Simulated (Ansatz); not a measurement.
What does this script print? It uses Ansatz's Python interface.

Input file `c2h4bns.yaml`:
```yaml
crystal:
  periodic: [false, false, false]
  atoms:
    - { symbol: C, position_ang: [0.7902, 0.8349, -1.5228] }
    - { symbol: C, position_ang: [0.7795, 0.0446, -0.5006] }
    - { symbol: S, position_ang: [1.5308, -1.2827, 0.3107] }
    - { symbol: B, position_ang: [0.1539, -0.51, 0.9252] }
    - { symbol: "N", position_ang: [-1.2, -0.6435, 1.7181] }
    - { symbol: H, position_ang: [1.5094, 0.8493, -2.3001] }
    - { symbol: H, position_ang: [-0.0334, 1.6075, -1.6109] }
    - { symbol: H, position_ang: [-1.7913, -1.2682, 1.2042] }
    - { symbol: H, position_ang: [-1.6506, 0.3217, 1.7591] }
basis:
  gaussian: { orbitals: cc-pVDZ }
hamiltonian:
  xc: r2scan
output:
  forces: true
```

Script `deck_c2h4bns.py`:
```python
"""C2H4BNS through the session interface."""

import ansatz
import numpy as np
import pandas as pd

session = ansatz.Session.from_deck("c2h4bns.yaml")
report = session.plan(threads=1).execute().report

print("reference energy %16.6f eV" % report["reference_energy_ev"])
print("total energy     %16.6f eV" % report["free_energy_ev"])
print("occupied orbitals outside the frozen core (up, down):", report["n_occupied"], " frozen:", report["n_frozen"], " virtual:", report["n_virtual"])
symbols = ["C", "C", "S", "B", "N", "H", "H", "H", "H"]

print("forces (eV/A)")
for symbol, f in zip(symbols, report["forces_ev_ang"]):
    print(f"  {symbol:2s} {f[0]:9.4f} {f[1]:9.4f} {f[2]:9.4f}")
charges = report["charge_distribution"]
table = pd.DataFrame({"atom": symbols, "mulliken": charges["mulliken_charges_e"], "lowdin": charges["lowdin_charges_e"]})
print(table.round(3).to_string())
print("dipole (e A):", np.round(charges["dipole_moment_e_ang"], 4) + 0.0)
```

```console
$ python deck_c2h4bns.py
reference energy    -15136.514639 eV
total energy        -15136.514639 eV
occupied orbitals outside the frozen core (up, down): [22, 22]  frozen: 0  virtual: [72, 72]
forces (eV/A)
  C    -1.4395    2.3150   -1.3392
  C    -2.2455   -0.4216    4.4154
  S     3.1767   -2.8440    0.0241
  B    -4.5872    1.5716   -1.0800
  N     3.3322    2.4923   -0.3121
  H     0.9798   -0.1745   -1.0616
  H     0.8484   -0.7167    0.1349
  H    -0.5725   -0.5497   -0.3944
  H     0.5077   -1.6724   -0.3872
  atom  mulliken  lowdin
0    C    -0.069  -0.053
1    C    -0.167  -0.227
2    S     0.045   0.665
3    B     0.093  -0.686
4    N    -0.220   0.217
5    H     0.025  -0.001
6    H     0.049   0.036
7    H     0.118   0.008
8    H     0.126   0.040
dipole (e A): [-0.26    0.0827 -0.0407]
```

Notes:
- Total energies depend on the basis set; only differences at equal settings carry meaning.
- The geometry is a force-field or estimated start, not a minimum of this method, and the basis set is short of its limit.
- The Löwdin charges here are taken after orthogonalising the functions within each atom; they differ from plain Löwdin charges, and their signs can be unphysical.
- It ran for 6.3 s on 1 thread of Arm Neoverse V1, with other jobs on the host, peak memory 0.24 GiB.
